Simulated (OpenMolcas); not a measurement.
# Re⁴⁺ in K2NaGaF6: CASSCF and CASPT2 levels and susceptibility

Aim: the ligand-field states of Re⁴⁺ in this surrounding, its lowest levels with spin-orbit coupling and its magnetic susceptibility.

Program: OpenMolcas 26.06. Level of theory: state-averaged CASSCF and CASPT2, spin-orbit coupling by RASSI with atomic mean-field integrals. These are calculated values, not measurements, unless marked.

### 1 Starting point

* Species: Re⁴⁺ (rhenium, Z = 75, 71 electrons)
* Basis: ANO-RCC-VTZP [8s7p5d3f2g1h], 212 functions with the ligands
* Scalar Hamiltonian: DKH2, point nucleus
* Inactive shells: 1s 2s 2p 3s 3p 3d 4s 4p 4d 4f 5s 5p of the metal, and all ligand shells
* Active space: 3 electrons in 5 orbitals (5d)
* Some configurations of this space: 5d³
* Orbitals: optimised for each spin and parity, averaged over all roots

Outer shells as boxes (Hund's rule):

5d3
```
5d [↑ ][↑ ][↑ ][  ][  ]
```

Re⁴⁺ is taken with its 6 nearest fluoride ions at 1.939 Å, on the cation site of K2NaGaF6 (a = 8.246 Å). The rest of the host is ab initio model potentials to 7.6 Å, with orthogonalisation functions on the cations behind the ligands, and point charges beyond; the distance is set by hand, nothing relaxes, and no local charge compensation is placed. Ligand basis ANO-RCC-VDZP.

```xyz
15

Re    0.0000    0.0000    0.0000
F     1.9390    0.0000    0.0000
F     0.0000    1.9390    0.0000
F    -1.9390    0.0000    0.0000
F     0.0000   -1.9390    0.0000
F     0.0000    0.0000    1.9390
F     0.0000    0.0000   -1.9390
K     2.0615   -2.0615   -2.0615
K    -2.0615    2.0615    2.0615
K     2.0615   -2.0615    2.0615
K    -2.0615    2.0615   -2.0615
K     2.0615    2.0615   -2.0615
K    -2.0615   -2.0615    2.0615
K     2.0615    2.0615    2.0615
K    -2.0615   -2.0615   -2.0615
```

The work runs as a chain of OpenMolcas steps in one folder; each step below is one input file. Labels, J, g values, rates, χT and fits are worked out afterwards by a script from the matrices that RASSI stores.

### 2 Basis and integrals

a.inp

```
&GATEWAY
Basis set
Re.ANO-RCC-VTZP.
Re1 0.0 0.0 0.0 Angstrom
End of basis
Basis set
F.ANO-RCC-VDZP.
L1 1.939000 0.000000 0.000000 Angstrom
L2 0.000000 1.939000 0.000000 Angstrom
L3 0.000000 0.000000 1.939000 Angstrom
End of basis
Basis set
Na.EMB-AIMP.Barandiaran.6s3p.1s1p.ECP.K2NaGaF6.
PseudoCharge
* 3 symmetry-unique lattice sites within 7.6 angstrom
End of basis
Basis set
K.EMB-AIMP.Barandiaran.0s.0s.ECP.K2NaGaF6.
PseudoCharge
* 16 symmetry-unique lattice sites within 7.6 angstrom
End of basis
Basis set
Na.EMB-AIMP.Barandiaran.0s.0s.ECP.K2NaGaF6.
PseudoCharge
* 4 symmetry-unique lattice sites within 7.6 angstrom
End of basis
Basis set
F.EMB-AIMP.Barandiaran.0s.0s.ECP.K2NaGaF6.
PseudoCharge
* 39 symmetry-unique lattice sites within 7.6 angstrom
End of basis
Basis set
Ga.EMB-AIMP.Barandiaran.0s.0s.ECP.K2NaGaF6.
PseudoCharge
* 6 symmetry-unique lattice sites within 7.6 angstrom
End of basis
Symmetry
XYZ
AngMom=0.0 0.0 0.0
AMFI
RICD
XField
1521 Angstrom 0
* Evjen-weighted lattice charges
&SEWARD
```

The run is started by

```console
OMP_NUM_THREADS=1 MOLCAS_MEM=2457 MOLCAS_PROJECT=a pymolcas a.inp > a.log
```

### 3 Reference wave functions, quartets, 10 roots

a.inp

```
&RASSCF
FileOrb=start.orb
Symmetry=1
Spin=4
nActEl=3 0 0
Inactive=30 34
Ras2=5 0
CIRoot=10 10 1
SDav=10
CIMx=300
Iter=150 100
PrWF=0.3
OrbListing=Nothing
MaxOrb=0
LevShft=1.0
>>> COPY $Project.JobIph JOB001
```

start.orb holds start orbitals that the driver prepared beforehand, or those of the step before.

### 4 CASSCF: doublets, 40 roots

a.inp

```
&RASSCF
FileOrb=start.orb
Symmetry=1
Spin=2
nActEl=3 0 0
Inactive=30 34
Ras2=5 0
CIRoot=40 40 1
SDav=40
CIMx=300
Iter=150 100
PrWF=0.3
OrbListing=Nothing
MaxOrb=0
LevShft=1.0
>>> COPY $Project.JobIph JOB002
```

### 5 State interaction with spin-orbit coupling

a.inp

```
&RASSI
NrOfJobIphs=2 10 40
1 2 3 4 5 6 7 8 9 10
1 2 3 4 5 6 7 8 9 10 11 12 13 14 15 16 17 18 19 20 21 22 23 24 25 26 27
28 29 30 31 32 33 34 35 36 37 38 39 40
IphNames
JOB001
JOB002
EJob
SpinOrbit
DIPRint=1.0
SOCoupling=1000.0
Subsets=2
Property=9
'ANGMOM' 1 'ANGMOM' 2 'ANGMOM' 3 'MLTPL  1' 1 'MLTPL  1' 2 'MLTPL  1' 3
'AMFI' 1 'AMFI' 2 'AMFI' 3
SOProperty=3
'ANGMOM' 1 'ANGMOM' 2 'ANGMOM' 3
```

### 6 CASPT2: IPEA 0.25, imaginary shift 0.1 (closed shells correlated: 5s 5p of the metal, with ligand shells; the Frozen line counts the rest)

a.inp

```
>>> COPY JOB001 $Project.JobIph
&CASPT2
Multistate=10 1 2 3 4 5 6 7 8 9 10
NoMult
Frozen=17 19
IPEA=0.25
Imaginary=0.1
MaxIter=60
WThr=0.0 0.3 0.05
PrWF=0.5
NoMix
>>> COPY JOB002 $Project.JobIph
&CASPT2
Multistate=40 1 2 3 4 5 6 7 8 9 10 11 12 13 14 15 16 17 18 19 20 21 22
23 24 25 26 27 28 29 30 31 32 33 34 35 36 37 38 39 40
NoMult
Frozen=17 19
IPEA=0.25
Imaginary=0.1
MaxIter=60
WThr=0.0 0.3 0.05
PrWF=0.5
NoMix
```

(Steps that only read results are left out.)

Before running it: what results should come out? Wanted: spin-free ground state; first state of the same spin within the active space; lowest level; next level.

As calculated:

| quantity | value |
| --- | --- |
| method | SS-CASPT2, IPEA 0.25, imaginary shift 0.1 (closed shells correlated: 5s 5p of the metal, with ligand shells; the Frozen line counts the rest) |
| spin-free ground state | 4A2, 1-fold in its orbital part |
| first state of the same spin within the active space | 4T2 at 38400 cm⁻¹ |
| lowest level | 4-fold Γ8 |
| next level | 9605.2 cm⁻¹ |
| χT at 300 K | 1.41 cm³ K/mol |
| effective moment at 300 K | 3.36 μB |

Cost by method:

```tsv
method	time of its own steps	time with the reference
A. CASSCF	81 s	81 s
B. SS-CASPT2, IPEA 0.25, imaginary shift 0.1, +5s 5p	8.6 min	9.9 min
```

Times are of one thread on a shared host.

**Reading.** The spin-free ground state (4A2) is 1-fold and keeps the highest spin of the shell. χT at 300 K is 1.41, against 1.88 cm³ K/mol for the spin alone, so spin-orbit coupling lowers it. A ligand-field fit to the states below 45000 cm-1 gives 10Dq = 38817 cm-1, B = 542 cm-1 and C = 2163 cm-1 (C/B = 3.99), with a deviation of 208 cm-1. CASPT2 does not keep the components of a term degenerate, and the means are used. The bonds are covalent and no ligand orbital is active, so the numbers are rough.
